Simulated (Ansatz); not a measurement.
**CH₇NOSi: up Jacob's ladder to CCSD(T)**

The task here is to estimate one member of a computed series from the others.

Program: Ansatz 0.2.0, Gaussian basis. Level of theory: functionals in def2-TZVPP, the program's frozen cores in correlated methods. These are calculated values, not measurements.

The runs, in order: LDA (SPW92), PBE-D4, revPBE-D4, BLYP-D4, r2SCAN-D4, B97M-V, PBE0-D4, B3LYP-D4, r2SCANh-D4, r2SCAN0-D4, HSE06-D4, BHLYP-D4, CAM-B3LYP-D4, LC-ωPBE, ωB97X-V, ωB97M-V, B2PLYP, PBE-QIDH; CCSD(T)/def2-SVP; CCSD(T)/def2-TZVPP; MP2/def2-QZVPP; extrapolation to the limit; RPA on PBE.

### The geometry

All runs share one geometry, relaxed beforehand with PBE0-D4 in a triple-zeta def2 set.

SMILES `CO[SiH2]N`, 11 atoms, charge 0, spin multiplicity 1.

Atoms are counted from 1 here; the program's logs count them from 0.

Bond lengths: C1–O2 1.407 Å, C1–H5 1.097 Å, C1–H6 1.092 Å, C1–H7 1.097 Å, O2–Si3 1.648 Å, Si3–N4 1.701 Å, Si3–H8 1.488 Å, Si3–H9 1.488 Å, N4–H10 1.007 Å, N4–H11 1.007 Å. Angles: O2–C1–H5 111.7°, O2–C1–H6 108.5°, O2–C1–H7 111.7°, H5–C1–H6 108.3°, H5–C1–H7 108.3°, H6–C1–H7 108.3°, C1–O2–Si3 122.1°, O2–Si3–N4 112.5°, O2–Si3–H8 108.4°, O2–Si3–H9 108.6°, N4–Si3–H8 108.4°, N4–Si3–H9 108.2°, H8–Si3–H9 110.8°, Si3–N4–H10 120.7°, Si3–N4–H11 120.6°, H10–N4–H11 111.3°.

The first run:

The input, in.yaml:

```yaml
crystal:
  periodic: [false, false, false]
  atoms:
    - {symbol: C, position_ang: [-0.655289, 1.711898, 0.500176]}
    - {symbol: O, position_ang: [-0.610603, 0.508683, -0.227126]}
    - {symbol: Si, position_ang: [0.533790, -0.642676, 0.054277]}
    - {symbol: N, position_ang: [0.344704, -2.006883, -0.943744]}
    - {symbol: H, position_ang: [0.258442, 2.302924, 0.362292]}
    - {symbol: H, position_ang: [-1.501531, 2.301165, 0.142353]}
    - {symbol: H, position_ang: [-0.790659, 1.531753, 1.573753]}
    - {symbol: H, position_ang: [0.421908, -1.079924, 1.472275]}
    - {symbol: H, position_ang: [1.874577, -0.054955, -0.212073]}
    - {symbol: H, position_ang: [-0.403448, -2.661107, -0.783280]}
    - {symbol: H, position_ang: [0.593611, -1.967977, -1.918404]}
basis:
  gaussian: {orbitals: def2-TZVPP}
hamiltonian: {xc: lda}
output: {orbitals: {seedname: orbitals}}
```

Steps of the session up to this table: LDA; PBE-D4 (GGA); revPBE-D4 (GGA); BLYP-D4 (GGA); r2SCAN-D4 (meta-GGA); B97M-V (meta-GGA); PBE0-D4 (hybrid); B3LYP-D4 (hybrid); r2SCANh-D4 (hybrid); r2SCAN0-D4 (hybrid); HSE06-D4 (hybrid); BHLYP-D4 (hybrid); CAM-B3LYP-D4 (range-separated); LC-ωPBE-D4 (range-separated; the results give it without D4); ωB97X-V (range-separated); ωB97M-V (range-separated); B2PLYP (double hybrid); PBE-QIDH (double hybrid).

One of the session's tables, all rows but one given; the rest of the session is left out.

It belongs to the step «Orbital energies across the functionals». 

| functional | HOMO (eV) | LUMO (eV) | gap (eV) |
| --- | --- | --- | --- |
| LDA (SPW92) | -6.45 | -0.27 | 6.18 |
| PBE-D4 | -6.34 | -0.11 | 6.23 |
| revPBE-D4 | -6.28 | -0.03 | 6.25 |
| BLYP-D4 | ? | ? | ? |
| r2SCAN-D4 | -6.64 | 0.49 | 7.14 |
| B97M-V | -6.78 | 0.06 | 6.84 |
| PBE0-D4 | -7.81 | 0.73 | 8.53 |
| B3LYP-D4 | -7.53 | 0.42 | 7.96 |
| r2SCANh-D4 | -7.19 | 0.75 | 7.94 |
| r2SCAN0-D4 | -8.02 | 1.12 | 9.14 |
| HSE06-D4 | -7.40 | 0.36 | 7.76 |
| BHLYP-D4 | -9.17 | 1.40 | 10.57 |
| CAM-B3LYP-D4 | -9.26 | 1.55 | 10.81 |
| LC-ωPBE | -10.67 | 2.83 | 13.51 |
| ωB97X-V | -10.32 | 2.63 | 12.95 |
| ωB97M-V | -10.24 | 2.20 | 12.44 |

Q: Estimate the row for BLYP-D4 from the others.

Worked estimate for «HOMO (eV)». Against the share of exact exchange, B3LYP-D4 (0.2, -7.53), BHLYP-D4 (0.5, -9.17) give a slope of -5.47 per unit share; at 0 the line stands at -6.44.

The run gave: HOMO (eV): -6.20; LUMO (eV): -0.08; gap (eV): 6.12. In «HOMO (eV)» the line misses by -0.24.
